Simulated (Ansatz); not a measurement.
# C2H10AlGeN: the cost of one run

All numbers below are computed with Ansatz 0.2.0 (RKS PBE0-D4/def2-SVP).

### Step 1. Starting point

Bond lengths: C1–Al2 1.966 Å, Al2–C3 1.966 Å, C3–Ge4 1.904 Å, Ge4–N5 1.900 Å, C1–H6 1.188 Å, C1–H7 1.091 Å, C1–H8 1.068 Å, Al2–H9 1.593 Å, C3–H10 1.113 Å, C3–H11 1.150 Å, Ge4–H12 1.603 Å, Ge4–H13 1.446 Å, N5–H14 1.018 Å, N5–H15 1.043 Å. Angles (14 of 24 angles, heavy atoms first): C1–Al2–C3 117.7°, Al2–C3–Ge4 113.2°, C3–Ge4–N5 109.9°, C1–Al2–H9 121.6°, C3–Al2–H9 120.7°, Al2–C1–H6 107.2°, Al2–C1–H7 111.0°, Al2–C1–H8 109.6°, Al2–C3–H10 110.8°, Al2–C3–H11 108.9°, Ge4–C3–H10 108.8°, Ge4–C3–H11 108.4°, C3–Ge4–H12 107.3°, C3–Ge4–H13 114.5°.

Structure file:

```xyz
15

C    -1.7298    0.9115    1.4525
Al   -0.1831    1.4518    0.3651
C     1.3367    0.2093    0.2541
Ge    0.8615   -1.4972   -0.4452
N     0.2019   -1.3094   -2.2172
H    -2.5375    1.7781    1.3693
H    -1.4543    0.8192    2.5043
H    -2.1656    0.0273    1.0416
H    -0.1467    2.8498   -0.3968
H     2.1533    0.6375   -0.3688
H     1.7743    0.0618    1.3073
H    -0.3468   -2.0588    0.4468
H     1.9307   -2.4708   -0.4299
H     0.9220   -0.7671   -2.6895
H    -0.6383   -0.6938   -2.1644
```

### Step 2. Relaxing end A

Input file input.yaml:

```yaml
crystal:
  periodic: [false, false, false]
  atoms:
    - { symbol: C, position_ang: [-1.7298, 0.9115, 1.4525] }
    - { symbol: Al, position_ang: [-0.1831, 1.4518, 0.3651] }
    - { symbol: C, position_ang: [1.3367, 0.2093, 0.2541] }
    - { symbol: Ge, position_ang: [0.8615, -1.4972, -0.4452] }
    - { symbol: "N", position_ang: [0.2019, -1.3094, -2.2172] }
    - { symbol: H, position_ang: [-2.5375, 1.7781, 1.3693] }
    - { symbol: H, position_ang: [-1.4543, 0.8192, 2.5043] }
    - { symbol: H, position_ang: [-2.1656, 0.0273, 1.0416] }
    - { symbol: H, position_ang: [-0.1467, 2.8498, -0.3968] }
    - { symbol: H, position_ang: [2.1533, 0.6375, -0.3688] }
    - { symbol: H, position_ang: [1.7743, 0.0618, 1.3073] }
    - { symbol: H, position_ang: [-0.3468, -2.0588, 0.4468] }
    - { symbol: H, position_ang: [1.9307, -2.4708, -0.4299] }
    - { symbol: H, position_ang: [0.922, -0.7671, -2.6895] }
    - { symbol: H, position_ang: [-0.6383, -0.6938, -2.1644] }
basis:
  gaussian: { orbitals: def2-SVP }
hamiltonian:
  xc: pbe0
  dispersion: d4
relax:
  f_tol: 0.015
  max_steps: 40
```

Command:

```sh
> ansatz run input.yaml --threads 2 --pin off --max-ram 3072MiB --backend cpu --events-out ev --progress --plain --runs-dir out
```

Q: Estimate wall time and peak memory on 2 threads of AMD EPYC, shared host.

About 6.8 min, with a peak of 0.45 GiB.
